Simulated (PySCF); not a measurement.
# C₈H₉NO: vibronic structure

Aim: compute the vibronic structure of C₈H₉NO (`NC(=O)C1=C[C@@H]2C=C[C@H]1C2`).

Computed with PySCF 2.14.0 and routines of our own; the level stands in each step. Atoms count from 0.

## 1. The system as given

19 atoms, charge 0, multiplicity 1; geometry from: GFN2-xTB.

## 2. Vibronic structure: TDDFT B3LYP/def2-SV(P)

What the job is given:

```
{"job": {"kind": "vib", "xc": "B3LYP", "basis": "def2-SV(P)", "tda": false}, "charge": 0, "multiplicity": 1}
N      3.016722     0.258635    -0.151350
C      1.940190     0.687426     0.558746
O      2.047178     1.505553     1.450096
C      0.653688     0.082703     0.175151
C      0.313599    -0.725132    -0.832689
C     -1.181531    -0.962531    -0.736401
C     -1.821091     0.392968    -1.014826
C     -1.490322     1.193918    -0.013938
C     -0.629845     0.385256     0.943573
C     -1.324105    -0.979991     0.797295
H      3.919361     0.645815     0.065631
H      2.939131    -0.411780    -0.892332
H      0.917598    -1.124165    -1.626946
H     -1.570005    -1.804959    -1.301746
H     -2.390634     0.607033    -1.898624
H     -1.723839     2.230974     0.128847
H     -0.482585     0.799995     1.934705
H     -2.360519    -0.975796     1.132802
H     -0.782794    -1.796670     1.274543
```

Method: TDDFT B3LYP/def2-SV(P) vertical-gradient vibronic structure (displaced harmonic oscillators, Condon), gas phase.

Run with:

```console
> OMP_NUM_THREADS=1 python excited_run.py task.json out
```

This one command runs all jobs of the session in turn.

Standard output:

```text
final grid: 73992 points
cycle   1  E = -439.6533609581  dE =  1.914e+00  |g| = 9.233e-01  |ddm| = 5.079e+00
cycle   2  E = -438.8927301257  dE =  7.606e-01  |g| = 2.070e+00  |ddm| = 4.902e+00
cycle   3  E = -439.8143771817  dE = -9.216e-01  |g| = 3.254e-01  |ddm| = 4.054e+00
cycle   4  E = -439.8364745244  dE = -2.210e-02  |g| = 1.298e-01  |ddm| = 5.230e-01
cycle   5  E = -439.8395681945  dE = -3.094e-03  |g| = 5.342e-02  |ddm| = 1.663e-01
cycle   6  E = -439.8402251345  dE = -6.569e-04  |g| = 1.688e-02  |ddm| = 7.584e-02
cycle   7  E = -439.8402963172  dE = -7.118e-05  |g| = 4.671e-03  |ddm| = 2.316e-02
cycle   8  E = -439.8403012197  dE = -4.902e-06  |g| = 1.205e-03  |ddm| = 6.018e-03
cycle   9  E = -439.8403015032  dE = -2.835e-07  |g| = 5.009e-04  |ddm| = 2.215e-03
cycle  10  E = -439.8403015594  dE = -5.620e-08  |g| = 1.413e-04  |ddm| = 6.516e-04
cycle  11  E = -439.8403015632  dE = -3.865e-09  |g| = 6.742e-05  |ddm| = 2.427e-04
cycle  12  E = -439.8403015643  dE = -1.077e-09  |g| = 1.037e-05  |ddm| = 7.847e-05
cycle  13  E = -439.8403015643  dE = -1.125e-11  |g| = 8.246e-06  |ddm| = 2.447e-05
converged SCF energy = -439.8403015643

Singlet excitations (eV, f): 4.345 (0.0088)  4.405 (0.0052)  5.328 (0.0295)  5.551 (0.0382)  6.398 (0.0483)  6.544 (0.1071)

State S1  4.3448 eV  f = 0.00880  H-1->L 0.54, H->L 0.40
  relaxed dipole 2.179 D, largest gradient of the excitation energy 0.0827 Eh/bohr
  mode    cm-1        S   lambda/meV  Raman
   42   1724.7    0.8888     190.1   1.000
   41   1664.0    0.5064     104.5   0.530
    7    446.7    1.1292      62.5   0.085
   40   1632.0    0.1684      34.1   0.170
   38   1446.6    0.1231      22.1   0.097
   37   1304.9    0.1099      17.8   0.071
    8    458.8    0.2869      16.3   0.023
   12    604.5    0.1276       9.6   0.018
    5    338.8    0.2118       8.9   0.009
   34   1227.4    0.0379       5.8   0.022
   35   1242.6    0.0357       5.5   0.021
    4    217.7    0.2026       5.5   0.004
  reorganisation energy 0.5241 eV, total S 4.242, 0-0 3.8207 eV
  absorption maximum 4.297 eV, width 0.638 eV

State S5  6.3985 eV  f = 0.04833  H-1->L+1 0.51, H->L+1 0.31
  relaxed dipole 5.859 D, largest gradient of the excitation energy 0.0631 Eh/bohr
  mode    cm-1        S   lambda/meV  Raman
   41   1664.0    0.5858     120.9   1.000
   42   1724.7    0.4344      92.9   0.797
    8    458.8    0.4317      24.6   0.056
    3    177.7    0.4053       8.9   0.008
    7    446.7    0.1545       8.6   0.019
   34   1227.4    0.0458       7.0   0.043
    2    114.0    0.4734       6.7   0.004
   32   1199.9    0.0429       6.4   0.038
   27   1062.9    0.0475       6.3   0.033
   22    979.4    0.0509       6.2   0.030
   30   1174.7    0.0253       3.7   0.022
   23    984.3    0.0254       3.1   0.015
  reorganisation energy 0.3352 eV, total S 3.175, 0-0 6.0632 eV
  absorption maximum 6.297 eV, width 0.518 eV

State S6  6.5437 eV  f = 0.10708  H-1->L+1 0.41, H->L+1 0.26, H-3->L+1 0.09
  relaxed dipole 4.389 D, largest gradient of the excitation energy 0.0535 Eh/bohr
  mode    cm-1        S   lambda/meV  Raman
   41   1664.0    0.6153     127.0   1.000
    4    217.7    3.8331     103.5   0.107
   42   1724.7    0.2183      46.7   0.381
    3    177.7    0.8593      18.9   0.016
   11    572.6    0.1093       7.8   0.021
    6    410.3    0.1449       7.4   0.014
   27   1062.9    0.0551       7.3   0.037
   32   1199.9    0.0477       7.1   0.040
   13    706.1    0.0748       6.5   0.022
   22    979.4    0.0391       4.7   0.022
   34   1227.4    0.0258       3.9   0.023
    8    458.8    0.0648       3.7   0.008
  reorganisation energy 0.3735 eV, total S 6.339, 0-0 6.1702 eV
  absorption maximum 6.488 eV, width 0.534 eV

State T1  3.1576 eV  f = 0.00000  H->L 0.86, H-3->L 0.08
  relaxed dipole 3.888 D, largest gradient of the excitation energy 0.0985 Eh/bohr
  mode    cm-1        S   lambda/meV  Raman
   41   1664.0    1.4525     299.7   1.000
    7    446.7    3.0709     170.1   0.152
   40   1632.0    0.5345     108.1   0.354
    5    338.8    1.3963      58.6   0.040
    6    410.3    1.0943      55.7   0.046
    2    114.0    1.3959      19.7   0.005
   16    792.3    0.1903      18.7   0.030
   10    534.2    0.1435       9.5   0.010
    9    477.8    0.1578       9.3   0.009
   25   1021.7    0.0733       9.3   0.019
   42   1724.7    0.0428       9.2   0.032
   13    706.1    0.0668       5.8   0.008
  reorganisation energy 0.8091 eV, total S 9.944, 0-0 2.3484 eV
  absorption maximum 3.108 eV, width 0.810 eV
```

Wall time 1.9 min (1 thread of Arm Neoverse N1, shared host); peak memory 1.1 GiB.

The fields below are evaluated on a grid from the run's orbitals.

Frontier orbitals at B3LYP/def2-SV(P), with the share of their density that lies nearest to each atom:

| orbital | energy (eV) | lies on |
| --- | --- | --- |
| HOMO | -6.37 | C6, C7 about 24 % each; C3, C4 about 17 % each |
| LUMO | -1.20 | C4 25 %; C3 19 %; C1 11 % |

ELF in a plane through or near 9 of the atoms.

Ten even steps from '0' (0.00) to '9' (1.00):
```
0000000000000000000000000000
0000000000000000000000000000
0000000000000000000000000000
0000000022200000000000000000
0000001466620010000000000000
0000005887840142111000000000
0000005873820245533200000000
0000000178622548854310000000
0000662144175867634310000000
0002998583580542123310000000
0003999145255821464210000000
0000566573048567275100000000
0000003996034769155100000000
0000004995099965699600000000
0000002870099931599810000000
0000000000199900299700000000
0000000000057400034100000000
0000000000000000000000000000
0000000000000000000000000000
0000000000000000000000000000
```
The map spans 13.1 Å across and 9.3 Å up, centred on the molecule. Atoms in the plane (x, y in Å): N0 (-3.0, -0.3), C1 (-2.0, 0.6), O2 (-2.3, 1.8), C3 (-0.7, 0.1), C4 (-0.2, -1.1), C5 (1.3, -1.0), H10 (-4.0, 0.0), H11 (-2.8, -1.3), H12 (-0.7, -2.1).

log10 of the density (e/Å³) in the same plane.

Ten even steps from '0' (-4.0) to '9' (1.4):
```
0000000000000000000000000000
0000000000000000000000000000
0000000122211111100000000000
0000002344432232221100000000
0000023566543344332200000000
0000034688754555544321000000
0000135689855566655431000000
0001345678766677765532100000
0012455679877777766543100000
0013577778778776666543100000
0013578987678766776543100000
0013467886567877776542100000
0002356776567977876532100000
0000235665467776776532000000
0000023444467765666531000000
0000001222355544454421000000
0000000011234432333210000000
0000000000122211122100000000
0000000000000000000000000000
0000000000000000000000000000
```
The map spans 13.1 Å across and 9.3 Å up, centred on the molecule. Atoms in the plane (x, y in Å): N0 (-3.0, -0.3), C1 (-2.0, 0.6), O2 (-2.3, 1.8), C3 (-0.7, 0.1), C4 (-0.2, -1.1), C5 (1.3, -1.0), H10 (-4.0, 0.0), H11 (-2.8, -1.3), H12 (-0.7, -2.1).

On the surface of density 0.002 e/bohr³ the electrostatic potential runs, from the 1st to the 99th percentile, from -2.05 V near O2 to 1.91 V near H11.

## 3. What came out

```
                                                                                        quantity                     value
S1: vertical, reorganisation, 0-0, total S (step 2, TDDFT B3LYP/def2-SV(P), modes from GFN2-xTB)  4.34, 0.52, 3.82 eV; 4.2
S5: vertical, reorganisation, 0-0, total S (step 2, TDDFT B3LYP/def2-SV(P), modes from GFN2-xTB)  6.40, 0.34, 6.06 eV; 3.2
S6: vertical, reorganisation, 0-0, total S (step 2, TDDFT B3LYP/def2-SV(P), modes from GFN2-xTB)  6.54, 0.37, 6.17 eV; 6.3
                                                           surface potential, 1st and 99th percentile        -2.05 V and 1.91 V
```

In words: The vibronic model keeps the ground-state modes (from xTB) and shifts them along the gradient alone, so it can miss much of the relaxation that a full optimisation finds. By nearest atom (B3LYP/def2-SV(P)), the HOMO sits on C6, C7 about 24 % each; C3, C4 about 17 % each and the LUMO on C4 25 %; C3 19 %.
